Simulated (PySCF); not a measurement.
The system is CGeF2BrH3, in a box.

```
C Ge F Br H
1.0
    13.00000    0.00000    0.00000
     0.00000   13.00000    0.00000
     0.00000    0.00000   13.00000
C Ge F Br H
1 1 2 1 3
Direct
  0.44974 0.42764 0.58413
  0.51256 0.50271 0.46570
  0.62685 0.54361 0.49163
  0.51800 0.42412 0.36045
  0.41242 0.64396 0.41692
  0.37178 0.40029 0.56403
  0.44601 0.47264 0.64473
  0.50484 0.35945 0.59311
```

The cell isn't the ideal one: atoms moved at random, drawn with an rms of 0.05 Å.

Base run:

* Program: PySCF 2.14.0
* Functional: M06-2X
* Potentials or basis: 6-31g* (all-electron)
* k mesh: 1 × 1 × 1
* Occupations: fixed
* Spin: no spin polarisation

Its results: gap between the frontier levels 10.34 eV.

Task: After a change of settings the same cell gave: gap between the frontier levels 6.94 eV. Which change was it?
A. functional from M06-2X to LDA
B. functional from M06-2X to BHandHLYP; dispersion from none to D4
C. functional from M06-2X to TASK

Result: C.

M06-2X gives the wider gap, since exact exchange removes part of the self-interaction.

Caveats: this is a molecule in a periodic box at the Γ point, so its band gap is the HOMO-LUMO gap; relativity is left out, which matters for the heavier elements; the basis of atomic orbitals isn't converged, which shifts pressures, moduli and gaps.

Runs at the PBE level aren't shown here.
